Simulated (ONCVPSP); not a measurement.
# Pseudopotential generation for selenium: ONCV, PBEsol

Task: generate the file, and judge it by its errors in other configurations, its logarithmic derivatives, its ghosts and its cutoff.

The numbers are computed with ONCVPSP 4.0.1 (PBEsol, scalar-relativistic, spin-unpolarised reference atom).

## (1) Settings

Typed settings, in words:

- element: selenium (Se, Z = 34)
- type: optimised norm-conserving Vanderbilt (ONCV)
- frozen core: [Ar]
- valence charge: 16
- reference configuration: 3d10 4s2 4p2 (charge +2)
- partial waves: 4s: rc 1.35 bohr, ncon 4, nbas 7, qcut 5 1/bohr, 2 projectors, debl 1 Ha; 4p: rc 1.30 bohr, ncon 3, nbas 7, qcut 5.8 1/bohr, 2 projectors, debl 1.9 Ha; 3d: rc 0.70 bohr, ncon 4, nbas 9, qcut 23.9 1/bohr, 2 projectors, debl 0.9 Ha
- local potential: polynomial inside 0.55 bohr (lpopt 3, dvloc0 2 Ha)
- core correction: Teter function, fcfact 4.5, rcfact 1.15

## (2) Generating the potential

Se.dat

```
# ATOM AND REFERENCE CONFIGURATION
# atsym  z   nc   nv     iexc    psfile
  Se 34.00    5    3  -116133      upf
#
#   n    l    f
    1    0    2.00
    2    0    2.00
    2    1    6.00
    3    0    2.00
    3    1    6.00
    3    2   10.00
    4    0    2.00
    4    1    2.00
#
# PSEUDOPOTENTIAL AND OPTIMIZATION
# lmax
    2
#
#   l,   rc,      ep,       ncon, nbas, qcut
    0    1.35    0.00    4    7    5.00
    1    1.30    0.00    3    7    5.80
    2    0.70    0.00    4    9   23.90
#
# LOCAL POTENTIAL
# lloc, lpopt,  rc(5),   dvloc0
    4    3    0.55    2.00
#
# VANDERBILT-KLEINMAN-BYLANDER PROJECTORs
# l, nproj, debl
    0    2    1.00
    1    2    1.90
    2    2    0.90
#
# MODEL CORE CHARGE
# icmod, fcfact, rcfact
    3    4.50    1.15
#
# LOG DERIVATIVE ANALYSIS
# epsh1, epsh2, depsh
   -4.00    5.00    0.02
#
# OUTPUT GRID
# rlmax, drl
    6.00    0.01
#
# TEST CONFIGURATIONS
# ncnf
    4
# nvcnf
#   n    l    f
    3
    3    2   10.00
    4    0    2.00
    4    1    4.00
#
    3
    3    2   10.00
    4    0    2.00
    4    1    3.00
#
    3
    3    2   10.00
    4    0    2.00
    4    1    1.00
#
    3
    3    2   10.00
    4    0    1.00
    4    1    5.00
#
```

On the command line:

```bash
$ oncvpsp.x < Se.dat > Se.out
```

Q: Predict the outcome of this session. Wanted: cutoffs for 1 and 0.1 mHa per electron, occupied waves; bound ghosts; GHOST(+) flags; largest test error; largest phase difference near zero energy, channels read; rms error of d²Exc/dn², without and with the model core; projector energies reset by the program.

**Answer**, as computed:

| quantity | value |
| --- | --- |
| cutoffs for 1 and 0.1 mHa per electron, occupied waves | 214 Ha and 241 Ha |
| bound ghosts | s at -197.70 eV |
| GHOST(+) flags | s at 565 eV, p at 10 eV (1 near or above the test basis's cutoff) |
| largest test error (AE − PS) | +9.2 meV, for 3d10 4s2 4p4 |
| largest phase difference near zero energy, channels read | 0.050 rad |
| rms error of d²Exc/dn², without and with the model core | 8.12 and 3.83 mHa |
| projector energies reset by the program | s: -1.384, 0.250 Ha; d: -2.786, 0.250 Ha |

A bound ghost (s) makes it unfit for use: electrons can fall into a state that the atom doesn't have. The worst unpolarised test, 3d10 4s2 4p4, is off by 9.2 meV on 31.2 eV; by total energies transferability rates as good. Atomic tests can pass in spite of a ghost, since they solve only for the levels asked. The potential is very hard: the looser tolerance needs 214 Ha. At the looser tolerance the 3d wave is the slowest; 4s needs 12 Ha. Near zero energy the largest phase difference among the channels read is 0.05 rad, in the p channel. The program also flags highly localised states, GHOST(+) (s, p).
